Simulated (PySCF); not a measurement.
# The bond of KBi, level by level

Aim: find the lowest electronic state of KBi, scan its bond at several levels of theory, and get bond length, wavenumber and dissociation energy from each curve.

Program: PySCF 2.14.0. Level of theory: K def2-SVPD, Bi def2-SVPD with ECP60, scalar-relativistic core potentials. These are calculated values, not measurements.

## Step 1: Input

Settings of the job:

* atoms: K, Bi
* charge: 0
* basis: K def2-SVPD, Bi def2-SVPD with ECP60
* Hamiltonian: scalar-relativistic core potentials
* basis functions: 59
* electrons treated: 42
* masses in u: 38.9637, 208.9804
* levels: PBE0, PBE, r²SCAN, M06, r²SCANh, M06-2X, HSE06, HF, MP2, SCS-MP2
* grid: 80 radial by 434 angular points
* occupations: held fixed by the projection of orbital angular momentum
* dissociation limit: K + Bi, each in its ground configuration
* starting distance in angstrom: 3.405
* values of 2S to try: 0, 2, 4

Launch:

```bash
$ OMP_NUM_THREADS=1 python dia.py task.json out
```

The runs that follow: PBE0 along the bond; Higher solutions at PBE0; PBE (GGA); r²SCAN; M06; r²SCANh (hybrid meta-GGA); M06-2X; HSE06 (range-separated hybrid); ROHF (mean field).

Q: Predict the outcome of this session. Wanted: for each run, Re; ωe; De; μ.

**Answer**, as computed:

Lowest PBE0 solution found, without spin–orbit coupling: ³Σ⁻ (triplet), unpaired electrons π ↑↑. State 2 has its PBE0 minimum 0.32 eV higher, as a spin-mixed determinant (⟨S²⟩ = 1.00), so this is no gap between pure states. State 3 has its PBE0 minimum 0.59 eV higher. State 4 has its PBE0 minimum 0.89 eV higher, as a spin-mixed determinant (⟨S²⟩ = 1.01), so this is no gap between pure states. The other levels ran on the lowest alone.

| level | Re (Å) | ωe (cm⁻¹) | De (eV) | μ (D) |
| --- | --- | --- | --- | --- |
| ROHF | 3.466 | 133.7 | 0.098 | -10.80 |
| ROHF-MP2 | 3.447 | 132.0 | 0.69 | n/a |
| ROHF-SCS-MP2 | 3.460 | 130.2 | 0.68 | n/a |
| PBE | 3.418 | 125.7 | 1.15 | -7.53 |
| r²SCAN | 3.432 | 127.0 | 1.07 | -8.75 |
| r²SCANh | 3.423 | 128.9 | 1.06 | -8.98 |
| PBE0 | 3.398 | 131.0 | 1.06 | -8.55 |
| M06 | 3.406 | 133.2 | 1.61 | -9.30 |
| HSE06 | 3.402 | 130.6 | 1.12 | -8.47 |
| M06-2X | 3.365 | 139.5 | 0.98 | -9.33 |

De is counted to K + Bi in their ground configurations. A positive dipole means K(−)Bi(+).

**Reading.** Bond lengths run from 3.365 Å (M06-2X) to 3.466 Å (ROHF). Of the levels with a De here, ROHF gives the least (0.098 eV) and M06 the most (1.61 eV).

Correlated steps freeze 9 core orbitals. Spin–orbit coupling is left out, which matters for elements this heavy, above all for dissociation energies. With spin–orbit coupling the term label itself may not hold.
